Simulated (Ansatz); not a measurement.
# H₄NPSeSi: geometry optimisation

The task: find the minimum of H₄NPSeSi nearest to the start.

Method: RHF/def2-SVP; program: Ansatz 0.2.0.

### 1 The starting structure

8 atoms, charge 0, spin multiplicity 1.

Atoms are counted from 1 here; the program's logs count them from 0.

Bond lengths: N1–Si2 1.757 Å, N1–P4 1.755 Å, N1–H5 1.024 Å, Si2–Se3 2.309 Å, Si2–H6 1.507 Å, Si2–H7 1.507 Å, Se3–P4 2.360 Å, P4–H8 1.456 Å. Angles: Si2–N1–P4 105.8°, Si2–N1–H5 125.1°, P4–N1–H5 116.6°, N1–Si2–Se3 91.0°, N1–Si2–H6 115.5°, N1–Si2–H7 113.2°, Se3–Si2–H6 113.8°, Se3–Si2–H7 115.4°, H6–Si2–H7 107.5°, Si2–Se3–P4 73.8°, N1–P4–Se3 89.4°, N1–P4–H8 99.8°, Se3–P4–H8 94.3°.

As a file:

```mol
H4NPSeSi
  3D, bonds by distance, orders not assigned

  8  8  0  0  0  0  0  0  0  0999 V2000
   -0.2919   -0.6815    0.6195 N   0  0
   -0.5819    0.8578   -0.1773 Si  0  0
    1.5973    0.9195   -0.9393 Se  0  0
    1.3846   -1.0828    0.2912 P   0  0
   -0.6547   -0.9456    1.5399 H   0  0
   -1.6102    0.8358   -1.2790 H   0  0
   -0.9651    1.9579    0.7782 H   0  0
    1.2140   -1.9182   -0.8890 H   0  0
  1  2  8  0
  1  4  8  0
  1  5  8  0
  2  3  8  0
  2  6  8  0
  2  7  8  0
  3  4  8  0
  4  8  8  0
M  END
```

### 2 Relaxation

Contents of input.yaml:

```yaml
crystal:
  periodic: [false, false, false]
  atoms:
    - { symbol: "N", position_ang: [-0.291944, -0.681519, 0.61954] }
    - { symbol: Si, position_ang: [-0.581945, 0.857836, -0.177343] }
    - { symbol: Se, position_ang: [1.597298, 0.919528, -0.939269] }
    - { symbol: P, position_ang: [1.384627, -1.082809, 0.291174] }
    - { symbol: H, position_ang: [-0.654661, -0.945625, 1.539885] }
    - { symbol: H, position_ang: [-1.610167, 0.835781, -1.278953] }
    - { symbol: H, position_ang: [-0.965063, 1.957897, 0.77825] }
    - { symbol: H, position_ang: [1.213955, -1.91819, -0.888983] }
basis:
  gaussian: { orbitals: def2-SVP }
hamiltonian:
  xc: hf
output:
  forces: true
relax:
  f_tol: 0.003
  max_steps: 120
```

On the command line:

```
$ ansatz run input.yaml --threads 1 --pin off --max-ram 2560MiB --backend cpu --events-out ev --progress --plain --runs-dir out
```

Log:

```text
Warning: RAYON_NUM_THREADS=1 ignored (pool sized by the plan → 1); use --threads N
The last accepted step is kept in <dir> (removed where the run ends without a failure and the disk answers)
Engine: ansatz 0.2.0, x86_64-unknown-linux-gnu
Functional definition: HF
  exchange = exact_x
  correlation = 0
1057 factors; integrals over basis functions are off by at most 3.0e-4 eV
mean field evaluation 1: about -83966.6115 eV, gradient 2.8e1 eV
mean field evaluation 2: about -83966.6423 eV, gradient 2.8e1 eV
mean field evaluation 4: about -83968.8240 eV, gradient 3.0e0 eV
mean field evaluation 8: about -83968.8639 eV, gradient 2.5e-1 eV
mean field -83968.86440849 eV, -3085.7988508717 hartree, gradient 1.5e-5 eV, S^2 0.000000; 0 other end points of the search recorded, 0 dependent functions left out
the calculation of the forces begins
reference -83968.86440849 eV, -3085.7988508717 hartree; 37, 37 occupied and 65, 65 virtual orbitals, 1057 factors
relax step   1: F+E_penalty+E_count = -83968.86440849 eV  Δ(F+E_penalty+E_count) = +0.000e0 eV  max|allowed force component| = 9.256e-1 eV/Å  Δτ_max = 0.0000 Å  (37 SCF iters, accepted)
these checks for a lower state are left out or cut short: starts, cluster_reference, orbital_swaps, neighbouring_geometries, increment
1057 factors; integrals over basis functions are off by at most 2.5e-4 eV
mean field evaluation 16: about -83968.9268 eV, gradient 2.5e-1 eV
mean field -83968.92690945 eV, -3085.8011477396 hartree, gradient 2.5e-5 eV, S^2 0.000000; 0 other end points of the search recorded, 0 dependent functions left out
the calculation of the forces begins
reference -83968.92690945 eV, -3085.8011477396 hartree; 37, 37 occupied and 65, 65 virtual orbitals, 1057 factors
relax step   2: F+E_penalty+E_count = -83968.92690945 eV  Δ(F+E_penalty+E_count) = -6.250e-2 eV  max|allowed force component| = 4.607e-1 eV/Å  Δτ_max = 0.0601 Å  (33 SCF iters, accepted)
these checks for a lower state are left out or cut short: starts, cluster_reference, orbital_swaps, neighbouring_geometries, increment
1057 factors; integrals over basis functions are off by at most 2.4e-4 eV
mean field -83968.94676713 eV, -3085.8018774959 hartree, gradient 1.4e-5 eV, S^2 0.000000; 0 other end points of the search recorded, 0 dependent functions left out
the calculation of the forces begins
reference -83968.94676713 eV, -3085.8018774959 hartree; 37, 37 occupied and 65, 65 virtual orbitals, 1057 factors
relax step   3: F+E_penalty+E_count = -83968.94676713 eV  Δ(F+E_penalty+E_count) = -1.986e-2 eV  max|allowed force component| = 1.902e-1 eV/Å  Δτ_max = 0.0414 Å  (34 SCF iters, accepted)
these checks for a lower state are left out or cut short: starts, cluster_reference, orbital_swaps, neighbouring_geometries, increment
1057 factors; integrals over basis functions are off by at most 2.4e-4 eV
mean field evaluation 32: about -83968.9417 eV, gradient 6.2e-4 eV
mean field -83968.94165168 eV, -3085.8016895065 hartree, gradient 1.4e-5 eV, S^2 0.000000; 0 other end points of the search recorded, 0 dependent functions left out
the calculation of the forces begins
reference -83968.94165168 eV, -3085.8016895065 hartree; 37, 37 occupied and 65, 65 virtual orbitals, 1057 factors
relax step   4: F+E_penalty+E_count = -83968.94165168 eV  Δ(F+E_penalty+E_count) = +5.115e-3 eV  max|allowed force component| = 4.285e-1 eV/Å  Δτ_max = 0.0392 Å  (34 SCF iters, rejected (line search))
these checks for a lower state are left out or cut short: starts, cluster_reference, orbital_swaps, neighbouring_geometries, increment
1057 factors; integrals over basis functions are off by at most 2.3e-4 eV
mean field -83968.95084006 eV, -3085.8020271732 hartree, gradient 1.3e-5 eV, S^2 0.000000; 0 other end points of the search recorded, 0 dependent functions left out
the calculation of the forces begins
reference -83968.95084006 eV, -3085.8020271732 hartree; 37, 37 occupied and 65, 65 virtual orbitals, 1057 factors
relax step   5: F+E_penalty+E_count = -83968.95084006 eV  Δ(F+E_penalty+E_count) = -4.073e-3 eV  max|allowed force component| = 1.063e-1 eV/Å  Δτ_max = 0.0193 Å  (34 SCF iters, accepted)
these checks for a lower state are left out or cut short: starts, cluster_reference, orbital_swaps, neighbouring_geometries, increment
1057 factors; integrals over basis functions are off by at most 2.3e-4 eV
mean field -83968.95449757 eV, -3085.8021615842 hartree, gradient 1.6e-5 eV, S^2 0.000000; 0 other end points of the search recorded, 0 dependent functions left out
the calculation of the forces begins
reference -83968.95449757 eV, -3085.8021615842 hartree; 37, 37 occupied and 65, 65 virtual orbitals, 1057 factors
relax step   6: F+E_penalty+E_count = -83968.95449757 eV  Δ(F+E_penalty+E_count) = -3.658e-3 eV  max|allowed force component| = 1.159e-1 eV/Å  Δτ_max = 0.0800 Å  (33 SCF iters, accepted)
these checks for a lower state are left out or cut short: starts, cluster_reference, orbital_swaps, neighbouring_geometries, increment
1057 factors; integrals over basis functions are off by at most 2.2e-4 eV
mean field -83968.95542142 eV, -3085.8021955348 hartree, gradient 1.3e-5 eV, S^2 0.000000; 0 other end points of the search recorded, 0 dependent functions left out
the calculation of the forces begins
reference -83968.95542142 eV, -3085.8021955348 hartree; 37, 37 occupied and 65, 65 virtual orbitals, 1057 factors
relax step   7: F+E_penalty+E_count = -83968.95542142 eV  Δ(F+E_penalty+E_count) = -9.238e-4 eV  max|allowed force component| = 8.942e-2 eV/Å  Δτ_max = 0.0361 Å  (33 SCF iters, accepted)
these checks for a lower state are left out or cut short: starts, cluster_reference, orbital_swaps, neighbouring_geometries, increment
1057 factors; integrals over basis functions are off by at most 2.2e-4 eV
mean field -83968.95634815 eV, -3085.8022295916 hartree, gradient 1.3e-5 eV, S^2 0.000000; 0 other end points of the search recorded, 0 dependent functions left out
the calculation of the forces begins
reference -83968.95634815 eV, -3085.8022295916 hartree; 37, 37 occupied and 65, 65 virtual orbitals, 1057 factors
relax step   8: F+E_penalty+E_count = -83968.95634815 eV  Δ(F+E_penalty+E_count) = -9.267e-4 eV  max|allowed force component| = 7.226e-3 eV/Å  Δτ_max = 0.0105 Å  (27 SCF iters, accepted)
these checks for a lower state are left out or cut short: starts, cluster_reference, orbital_swaps, neighbouring_geometries, increment
1057 factors; integrals over basis functions are off by at most 2.2e-4 eV
mean field evaluation 64: about -83968.9564 eV, gradient 2.0e-5 eV
mean field -83968.95635133 eV, -3085.8022297084 hartree, gradient 5.4e-5 eV, S^2 0.000000; 0 other end points of the search recorded, 0 dependent functions left out
the calculation of the forces begins
reference -83968.95635133 eV, -3085.8022297084 hartree; 37, 37 occupied and 65, 65 virtual orbitals, 1057 factors
relax step   9: F+E_penalty+E_count = -83968.95635133 eV  Δ(F+E_penalty+E_count) = -3.180e-6 eV  max|allowed force component| = 5.443e-3 eV/Å  Δτ_max = 0.0016 Å  (24 SCF iters, accepted)
these checks for a lower state are left out or cut short: starts, cluster_reference, orbital_swaps, neighbouring_geometries, increment
1057 factors; integrals over basis functions are off by at most 2.2e-4 eV
mean field -83968.95635288 eV, -3085.8022297654 hartree, gradient 3.1e-5 eV, S^2 0.000000; 0 other end points of the search recorded, 0 dependent functions left out
the calculation of the forces begins
reference -83968.95635288 eV, -3085.8022297654 hartree; 37, 37 occupied and 65, 65 virtual orbitals, 1057 factors
relax step  10: F+E_penalty+E_count = -83968.95635288 eV  Δ(F+E_penalty+E_count) = -1.552e-6 eV  max|allowed force component| = 1.485e-3 eV/Å  Δτ_max = 0.0008 Å  (24 SCF iters, accepted)
1057 factors; integrals over basis functions are off by at most 2.2e-4 eV
mean field -83968.95635288 eV, -3085.8022297654 hartree, gradient 3.1e-5 eV, S^2 0.000000; 1 other end points of the search recorded, 0 dependent functions left out
the calculation of the forces begins
reference -83968.95635288 eV, -3085.8022297654 hartree; 37, 37 occupied and 65, 65 virtual orbitals, 1057 factors
Total energy: -83968.95635288 eV, -3085.8022297654 hartree
Atom 0 at    -0.230453    -0.613953     0.648795 Å, force     0.000523     0.000745    -0.001273 eV/Å
Atom 1 at    -0.587636     0.875049    -0.160236 Å, force     0.000040    -0.000688     0.001485 eV/Å
Atom 2 at     1.574010     0.902805    -0.939588 Å, force    -0.000467    -0.000384    -0.000495 eV/Å
Atom 3 at     1.397842    -1.064798     0.279518 Å, force    -0.000123    -0.000562     0.001462 eV/Å
Atom 4 at    -0.701430    -1.037884     1.424885 Å, force     0.000295     0.000135    -0.000320 eV/Å
Atom 5 at    -1.620178     0.808600    -1.215622 Å, force     0.000232    -0.000065    -0.000244 eV/Å
Atom 6 at    -0.938235     1.992710     0.740056 Å, force    -0.000335     0.000412    -0.000092 eV/Å
Atom 7 at     1.198181    -1.919630    -0.833507 Å, force    -0.000164     0.000408    -0.000522 eV/Å
Dipole moment:    -0.420363    -0.198605     0.220503 e Å
```

It took 18 s on 1 thread of Intel Xeon 6975P-C (Granite Rapids), shared host; peak memory 0.24 GiB.

Relaxation path: (the energy doesn't fall at every step)

```
step  energy from step 1 (eV)  largest force component (eV/Å)
   1                   0.0000                          0.9256
   2                  -0.0625                          0.4607
   3                  -0.0824                          0.1902
   4                  -0.0772                          0.4285
   5                  -0.0864                          0.1063
   6                  -0.0901                          0.1159
   7                  -0.0910                          0.0894
   8                  -0.0919                          0.0072
   9                  -0.0919                          0.0054
  10                  -0.0919                          0.0015
```

Close pairs (by a distance rule), those that changed most:

```
   bond  before (Å)  after (Å)  change (Å)
 Se3–P4       2.360      2.321      -0.038
  P4–H8       1.456      1.418      -0.038
 Si2–H7       1.507      1.477      -0.029
 Si2–H6       1.507      1.478      -0.029
 N1–Si2       1.757      1.732      -0.026
  N1–P4       1.755      1.729      -0.025
  N1–H5       1.024      1.002      -0.022
Si2–Se3       2.309      2.298      -0.011
```

### 3 Results

| quantity | value |
| --- | --- |
| energy gained | 0.0919 eV |
| root mean square move | 0.076 Å |
| dipole moment | 2.47 D |

In words: Bond lengths: N1–Si2 1.732 Å, N1–P4 1.729 Å, N1–H5 1.002 Å, Si2–Se3 2.298 Å, Si2–H6 1.478 Å, Si2–H7 1.477 Å, Se3–P4 2.321 Å, P4–H8 1.418 Å. Angles: Si2–N1–P4 108.6°, Si2–N1–H5 129.0°, P4–N1–H5 119.8°, N1–Si2–Se3 88.6°, N1–Si2–H6 116.0°, N1–Si2–H7 114.5°, Se3–Si2–H6 114.6°, Se3–Si2–H7 114.9°, H6–Si2–H7 107.7°, Si2–Se3–P4 74.9°, N1–P4–Se3 87.9°, N1–P4–H8 101.1°, Se3–P4–H8 96.3°. No frequencies were computed here.
